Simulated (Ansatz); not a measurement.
Task: a polarisability from point charges of FH5OSi2, SMILES F[SiH2]O[SiH3], with the Python package of Ansatz (0.2.0). Give the script and its output. Use (for the species named): PBE0, def2-SVPD basis, multiplicity 1, D4 dispersion.

```xyz
9

F    -1.6002    0.8903   -1.3189
Si   -0.1830    1.2955   -0.8077
O     0.5296   -0.0892   -0.3296
Si    0.3538   -1.3031    0.7517
H     0.5971    1.9128   -1.9256
H    -0.2854    2.2595    0.3296
H     1.4729   -2.2271    0.7763
H    -0.8921   -2.0541    0.3516
H     0.0958   -0.7311    2.1554
```

`field_fh5osi2.py`:
```python
import ansatz as az
from ase import Atoms
import numpy as np


def main() -> None:
    atoms = Atoms(['F', 'Si', 'O', 'Si', 'H', 'H', 'H', 'H', 'H'], positions=[
        (-1.6002, 0.8903, -1.3189),
        (-0.183, 1.2955, -0.8077),
        (0.5296, -0.0892, -0.3296),
        (0.3538, -1.3031, 0.7517),
        (0.5971, 1.9128, -1.9256),
        (-0.2854, 2.2595, 0.3296),
        (1.4729, -2.2271, 0.7763),
        (-0.8921, -2.0541, 0.3516),
        (0.0958, -0.7311, 2.1554),
    ])
    molecule = az.Crystal.molecule_from_ase(atoms)

    calc = molecule.calculation()
    calc = calc.basis(gaussian='def2-SVPD')
    calc = calc.functional('PBE0', dispersion='d4')
    calc = calc.forces()
    centre = np.mean([site.position_ang for site in molecule.cartesian_sites], axis=0)
    field = 2 * 14.399645 * 3.0 / 25.0 ** 2


    def dipole(axis, sign):
        arm = 25.0 * np.eye(3)[axis]
        pair = [{'charge': sign * 3.0, 'position_ang': (centre - arm).tolist()}, {'charge': -sign * 3.0, 'position_ang': (centre + arm).tolist()}]
        deck = calc.input().set(az.key.basis.gaussian.point_charges, pair)
        return np.array(az.Session.from_dict(deck).plan().execute().report['charge_distribution']['dipole_moment_e_ang'])


    print(f'field {field:.4f} V/A')
    alpha = np.array([(dipole(axis, 1) - dipole(axis, -1)) / (2 * field) * 14.399645 for axis in range(3)])
    print('polarisability tensor (A^3)')
    print(np.array2string(alpha, precision=3, suppress_small=True))
    print(f'mean {np.trace(alpha) / 3:.3f} A^3 = {np.trace(alpha) / 3 / 0.14818471:.2f} bohr^3')


if __name__ == '__main__':
    main()
```

```console
$ python field_fh5osi2.py
field 0.1382 V/A
polarisability tensor (A^3)
[[ 7.441 -0.184  0.052]
 [-0.184  8.821 -0.522]
 [ 0.041 -0.53   8.177]]
mean 8.146 A^3 = 54.97 bohr^3
```

The geometry is a force-field or estimated start, not a minimum of this method, and the basis set is short of its limit. The field of two point charges is only nearly even. Finished in 34 s on 1 thread of Arm Neoverse V1, on a shared host, peak memory 0.36 GiB.

(Lines on the test bed's own set-up are left out of the output.)
